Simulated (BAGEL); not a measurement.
**C2H5PSi (SMILES [SiH3]C1=CP1): B3LYP/6-31G(d) (density fitting with qzvpp-jkfit, spherical functions)**

Aim: the energy change on altering one bond length of C2H5PSi at B3LYP/6-31G* (density fitting with qzvpp-jkfit, spherical functions), from 2 runs. 

The calculation is run with BAGEL 1.2.2.

**1. The molecule**

The species is C2H5PSi (9 atoms), meant as a singlet with charge 0. As SMILES, `[SiH3]C1=CP1`. The coordinates come from a GFN2-xTB relaxation.

Bond lengths: Si1–C2 1.867 Å, C2–C3 1.309 Å, C2–P4 1.871 Å, C3–P4 1.828 Å, Si1–H5 1.464 Å, Si1–H6 1.463 Å, Si1–H7 1.462 Å, C3–H8 1.067 Å, P4–H9 1.422 Å. Some angles: Si1–C2–C3 148.9°, Si1–C2–P4 143.6°, C3–C2–P4 67.5°, C2–C3–P4 71.1°, C2–P4–C3 41.4°, C2–Si1–H5 107.7°, C2–Si1–H6 107.4°, C2–Si1–H7 107.9°, C2–C3–H8 145.7°, P4–C3–H8 143.2°.

**2. A single-point energy at B3LYP/6-31G(d) (density fitting with qzvpp-jkfit, spherical functions)**

The input, dft.json:

```json
{ "bagel": [

{
  "title": "molecule",
  "basis": "6-31gs.json",
  "df_basis": "qzvpp-jkfit",
  "angstrom": "true",
  "geometry": [
    { "atom": "Si", "xyz": [   -0.082330,    1.204430,   -0.958740 ] },
    { "atom": "C", "xyz": [    0.188920,   -0.282160,    0.137910 ] },
    { "atom": "C", "xyz": [    0.138450,   -1.580360,    0.298580 ] },
    { "atom": "P", "xyz": [    0.766930,   -0.816020,    1.835730 ] },
    { "atom": "H", "xyz": [   -0.615400,    0.723730,   -2.234730 ] },
    { "atom": "H", "xyz": [   -1.043300,    2.077400,   -0.283250 ] },
    { "atom": "H", "xyz": [    1.205470,    1.873880,   -1.134770 ] },
    { "atom": "H", "xyz": [   -0.077210,   -2.517940,   -0.163490 ] },
    { "atom": "H", "xyz": [   -0.481530,   -0.682960,    2.502770 ] }
  ]
},
{
  "title": "ks",
  "xc_func": "b3lyp"
},
{
  "title": "print",
  "file": "orbitals.molden",
  "orbitals": "true"
}

]}
```

The basis set 6-31G* is read from a file made from the Basis Set Exchange's data (not shown).

Command:

```sh
$ BAGEL_NUM_THREADS=1 BAGEL dft.json > dft.out
```

Standard output:

```text
* using 1 threads per process

  ===============================================================
  ===============================================================

  *** Geometry ***

  { "atom" : "Si", "xyz" : [     -0.155581,      2.276043,     -1.811756 ] },
  { "atom" : "C", "xyz" : [      0.357007,     -0.533205,      0.260612 ] },
  { "atom" : "C", "xyz" : [      0.261633,     -2.986448,      0.564234 ] },
  { "atom" : "P", "xyz" : [      1.449288,     -1.542054,      3.469027 ] },
  { "atom" : "H", "xyz" : [     -1.162937,      1.367651,     -4.223028 ] },
  { "atom" : "H", "xyz" : [     -1.971551,      3.925717,     -0.535265 ] },
  { "atom" : "H", "xyz" : [      2.278008,      3.541120,     -2.144405 ] },
  { "atom" : "H", "xyz" : [     -0.145906,     -4.758217,     -0.308951 ] },
  { "atom" : "H", "xyz" : [     -0.909960,     -1.290607,      4.729550 ] },

  Number of auxiliary basis functions:      496

  Since a DF basis is specified, we compute 2- and 3-index integrals:
    o Being stored without compression. Storage requirement is 0.022 GB

  Number of basis functions:       74
  Number of electrons      :       46

    * METHOD: MOLECULE                             0.24

  *** Kohn-Sham DFT ***

    * Removing 16128 points whose weight is below 1.00e-10
    * Grid points: 118026

  === Nuclear Repulsion ===
   183.3534473122

       - DIIS with orbital gradients will be used.

  === KS iteration (b3lyp / 6-31gs.json) ===
      0       -678.33456141          0.14146143           0.37
      1       -668.60949758          0.10673722           0.35
      2       -604.00013722          0.20298170           0.35
      3       -693.64614609          0.11193243           0.35
      4       -697.12255130          0.09642672           0.35
      5       -696.85418399          0.10273554           0.35
      6       -696.73759565          0.10336396           0.35
      7       -661.09674749          0.12308788           0.35
      8       -709.09502870          0.04189928           0.35
      9       -709.37750842          0.03660964           0.34
     10       -709.97115304          0.00293228           0.35
     11       -709.97505027          0.00163975           0.35
     12       -709.97657640          0.00053651           0.35
     13       -709.97668386          0.00015511           0.35
     14       -709.97669946          0.00005565           0.35
     15       -709.97670000          0.00003569           0.35
     16       -709.97670062          0.00000372           0.35
     17       -709.97670063          0.00000080           0.35
     18       -709.97670063          0.00000021           0.35
     19       -709.97670063          0.00000009           0.35
     20       -709.97670063          0.00000003           0.35
     21       -709.97670063          0.00000001           0.35
    * SCF iteration converged.

    * Permanent dipole moment:
           (    0.366573,     0.033183,     0.477074) a.u.

    * METHOD: KS                                   8.20

    * METHOD: PRINT                                0.01

  ===============================================================
```

It took 8.7 s on 1 thread of Arm Neoverse V2, shared host; peak memory 0.43 GiB.

**3. The distorted shape**

The input, calc.json:

```json
{ "bagel" : [

{
  "title" : "molecule",
  "basis" : "6-31gs.json",
  "df_basis" : "qzvpp-jkfit",
  "angstrom" : true,
  "geometry" : [
    { "atom" : "Si", "xyz" : [      -0.002382,       1.276523,      -0.767373 ] },
    { "atom" : "C", "xyz" : [       0.268868,      -0.210067,       0.329277 ] },
    { "atom" : "C", "xyz" : [       0.218398,      -1.508267,       0.489947 ] },
    { "atom" : "P", "xyz" : [       0.846878,      -0.743927,       2.027097 ] },
    { "atom" : "H", "xyz" : [      -0.615400,       0.723730,      -2.234730 ] },
    { "atom" : "H", "xyz" : [      -0.963352,       2.149493,      -0.091883 ] },
    { "atom" : "H", "xyz" : [       1.285418,       1.945973,      -0.943403 ] },
    { "atom" : "H", "xyz" : [       0.002738,      -2.445847,       0.027877 ] },
    { "atom" : "H", "xyz" : [      -0.401582,      -0.610867,       2.694137 ] }
  ]
},

{ "title" : "ks", "xc_func" : "b3lyp" },

{ "title" : "print", "file" : "orbitals.molden", "orbitals" : true }

]}
```

The basis set 6-31G* is read from a file made from the Basis Set Exchange's data (not shown).

Command:

```sh
$ BAGEL_NUM_THREADS=1 BAGEL calc.json > calc.out
```

Standard output:

```text
* using 1 threads per process

  ===============================================================
  ===============================================================

  *** Geometry ***

  { "atom" : "Si", "xyz" : [     -0.004501,      2.412279,     -1.450125 ] },
  { "atom" : "C", "xyz" : [      0.508087,     -0.396969,      0.622243 ] },
  { "atom" : "C", "xyz" : [      0.412712,     -2.850212,      0.925866 ] },
  { "atom" : "P", "xyz" : [      1.600367,     -1.405818,      3.830658 ] },
  { "atom" : "H", "xyz" : [     -1.162937,      1.367651,     -4.223028 ] },
  { "atom" : "H", "xyz" : [     -1.820471,      4.061953,     -0.173634 ] },
  { "atom" : "H", "xyz" : [      2.429088,      3.677356,     -1.782773 ] },
  { "atom" : "H", "xyz" : [      0.005174,     -4.621981,      0.052680 ] },
  { "atom" : "H", "xyz" : [     -0.758880,     -1.154371,      5.091181 ] },

  Number of auxiliary basis functions:      496

  Since a DF basis is specified, we compute 2- and 3-index integrals:
    o Being stored without compression. Storage requirement is 0.022 GB

  Number of basis functions:       74
  Number of electrons      :       46

    * METHOD: MOLECULE                             0.24

  *** Kohn-Sham DFT ***

    * Removing 15945 points whose weight is below 1.00e-10
    * Grid points: 118209

  === Nuclear Repulsion ===
   182.4961390956

       - DIIS with orbital gradients will be used.

  === KS iteration (b3lyp / 6-31gs.json) ===
      0       -678.44236361          0.14113346           0.37
      1       -669.02185913          0.10638641           0.35
      2       -604.47324891          0.20205027           0.35
      3       -693.84321798          0.11157348           0.35
      4       -697.26901639          0.09618115           0.35
      5       -697.00839507          0.10222530           0.35
      6       -696.89401490          0.10285441           0.35
      7       -661.61201489          0.12676081           0.35
      8       -709.17485774          0.04020082           0.35
      9       -709.33122659          0.03800116           0.35
     10       -709.95543944          0.00443302           0.35
     11       -709.96312539          0.00278663           0.35
     12       -709.96627840          0.00149365           0.35
     13       -709.96687087          0.00062836           0.34
     14       -709.96711811          0.00013465           0.35
     15       -709.96712921          0.00002617           0.35
     16       -709.96712947          0.00000422           0.35
     17       -709.96712948          0.00000258           0.35
     18       -709.96712948          0.00000264           0.35
     19       -709.96712948          0.00000020           0.35
     20       -709.96712948          0.00000005           0.35
     21       -709.96712948          0.00000004           0.35
     22       -709.96712948          0.00000001           0.35
     23       -709.96712948          0.00000000           0.35
    * SCF iteration converged.

    * Permanent dipole moment:
           (    0.309398,     0.024015,     0.325086) a.u.

    * METHOD: KS                                   8.91

    * METHOD: PRINT                                0.01

  ===============================================================
```

Wall time 9.3 s (1 thread of Arm Neoverse V2, shared host); peak memory 0.43 GiB.

**4. Summary of results**

Level: B3LYP/6-31G* (density fitting with qzvpp-jkfit, spherical functions).

| quantity | value |
| --- | --- |
| first shape: total energy | -709.97670 Eh |
| first shape: dipole moment | 1.53 D |
| first shape: HOMO energy | -6.47 eV |
| first shape: LUMO energy | -0.64 eV |
| first shape: HOMO–LUMO gap | 5.83 eV |
| distorted shape: total energy | -709.96713 Eh |
| distorted shape: dipole moment | 1.14 D |
| distorted shape: HOMO energy | -6.52 eV |
| distorted shape: LUMO energy | -0.69 eV |
| distorted shape: HOMO–LUMO gap | 5.83 eV |
| energy change with the Si1–H5 bond stretched from 1.464 to 1.684 Å | 0.260 eV |

With the Si1–H5 bond stretched from 1.464 to 1.684 Å the energy rises by 0.26 eV (6.0 kcal/mol). The first shape isn't relaxed at this level, so the change isn't measured from a minimum.
